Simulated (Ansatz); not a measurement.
# CH₄BNOS: one species, many methods

How much do the methods differ for CH₄BNOS? The plan is to run it at one geometry with functionals of several rungs and with coupled cluster. The yardstick is the atomisation energy at the CCSD(T) limit.

Method: functionals in def2-TZVPP, the program's frozen cores in correlated methods; program: Ansatz 0.2.0, Gaussian basis.

Plan: LDA (SPW92), PBE-D4, revPBE-D4, BLYP-D4, r2SCAN-D4, B97M-V, PBE0-D4, B3LYP-D4, r2SCANh-D4, r2SCAN0-D4, HSE06-D4, BHLYP-D4, CAM-B3LYP-D4, LC-ωPBE, ωB97X-V, ωB97M-V, B2PLYP, PBE-QIDH; CCSD(T)/def2-SVP; CCSD(T)/def2-TZVPP; MP2/def2-QZVPP; extrapolation to the limit; RPA on PBE.

## (1) The geometry

The geometry comes from an earlier relaxation with PBE0-D4 in a triple-zeta def2 set; it is a stationary point, not always the lowest conformer.

SMILES `SC1NBO1`, 9 atoms, charge 0, spin multiplicity 1.

Atoms are counted from 1 here; the program's logs count them from 0.

Bond lengths: S1–C2 1.801 Å, S1–H6 1.343 Å, C2–N3 1.438 Å, C2–O5 1.436 Å, C2–H7 1.092 Å, N3–B4 1.410 Å, N3–H8 1.001 Å, B4–O5 1.397 Å, B4–H9 1.187 Å. Angles: C2–S1–H6 96.0°, S1–C2–N3 112.5°, S1–C2–O5 115.5°, S1–C2–H7 109.9°, N3–C2–O5 91.8°, N3–C2–H7 116.0°, O5–C2–H7 110.1°, C2–N3–B4 86.5°, C2–N3–H8 128.3°, B4–N3–H8 144.7°, N3–B4–O5 94.6°, N3–B4–H9 136.2°, O5–B4–H9 129.2°, C2–O5–B4 87.0°.

## (2) LDA

This LDA is Slater exchange with PW92 correlation.

The input, in.yaml:

```yaml
crystal:
  periodic: [false, false, false]
  atoms:
    - {symbol: S, position_ang: [-0.376167, 0.708526, 1.845043]}
    - {symbol: C, position_ang: [-0.404996, 0.289796, 0.094134]}
    - {symbol: N, position_ang: [0.041524, -1.053254, -0.158464]}
    - {symbol: B, position_ang: [1.049739, -0.474414, -0.957145]}
    - {symbol: O, position_ang: [0.662951, 0.841473, -0.690653]}
    - {symbol: H, position_ang: [-1.050405, 1.863828, 1.723900]}
    - {symbol: H, position_ang: [-1.369896, 0.563672, -0.338629]}
    - {symbol: H, position_ang: [-0.391993, -1.913423, 0.113846]}
    - {symbol: H, position_ang: [1.927743, -0.872504, -1.649133]}
basis:
  gaussian: {orbitals: def2-TZVPP}
hamiltonian: {xc: lda}
output: {orbitals: {seedname: orbitals}}
```

The run is started by

```sh
ansatz run in.yaml --threads 2 --pin off --events-out ev --progress --plain --max-ram 4352MiB
```

After this run come: PBE-D4 (GGA); revPBE-D4 (GGA); BLYP-D4 (GGA); r2SCAN-D4 (meta-GGA); B97M-V (meta-GGA); B3LYP-D4 (hybrid); r2SCANh-D4 (hybrid); r2SCAN0-D4 (hybrid); HSE06-D4 (hybrid); BHLYP-D4 (hybrid); CAM-B3LYP-D4 (range-separated); LC-ωPBE (range-separated); ωB97X-V (range-separated); ωB97M-V (range-separated); B2PLYP (double hybrid); PBE-QIDH (double hybrid); CCSD(T) in def2-SVP; CCSD(T) in def2-TZVPP; MP2 in def2-QZVPP; RPA on PBE orbitals.

**Question.** What will the summary of the whole plan be? Wanted: atomisation energy, CCSD(T)/CBS; farthest beyond LDA; mean size of error, GGA; mean size of error, meta-GGA; mean size of error, hybrid; mean size of error, range-separated; mean size of error, double hybrid; gap, smallest and largest; T1 diagnostic.

**Answer**, as computed:

| quantity | value |
| --- | --- |
| atomisation energy, CCSD(T)/CBS | 3474.0 kJ/mol |
| functionals within 17.4 kJ/mol (0.5 %) | B3LYP-D4, r2SCANh-D4, PBE-QIDH |
| farthest beyond LDA | PBE-D4 (+141.7 kJ/mol) |
| mean size of error, GGA | 68.4 kJ/mol |
| mean size of error, meta-GGA | 28.0 kJ/mol |
| mean size of error, hybrid | 47.1 kJ/mol |
| mean size of error, range-separated | 31.9 kJ/mol |
| mean size of error, double hybrid | 16.3 kJ/mol |
| gap, smallest and largest | 5.18 eV (BLYP-D4), 12.51 eV (LC-ωPBE) |
| T1 diagnostic | 0.0140 |
| triples share of the correlation energy | 4.3 % |

What this shows: The LDA atomisation energy is off by 639.0 kJ/mol (18 %): it overbinds. PBE-D4 misses by +141.7 kJ/mol. Double hybrids carry the basis error of their MP2 part in triple zeta, and no dispersion term here, so their miss is partly the set-up's. By mean error the best rung here is double hybrid (16.3 kJ/mol) and the worst beyond LDA is GGA (68.4 kJ/mol). The reference freezes the cores and leaves out relativity and excitations past (T), so misses under about 17.4 kJ/mol can't be ranked. Hartree-Fock recovers 69 % of the binding; the rest is correlation. CCSD(T) in def2-SVP is off by -206.0 kJ/mol, so the small basis spoils what the method gains. Orbital gaps span 5.2 to 12.5 eV; exact exchange widens them.
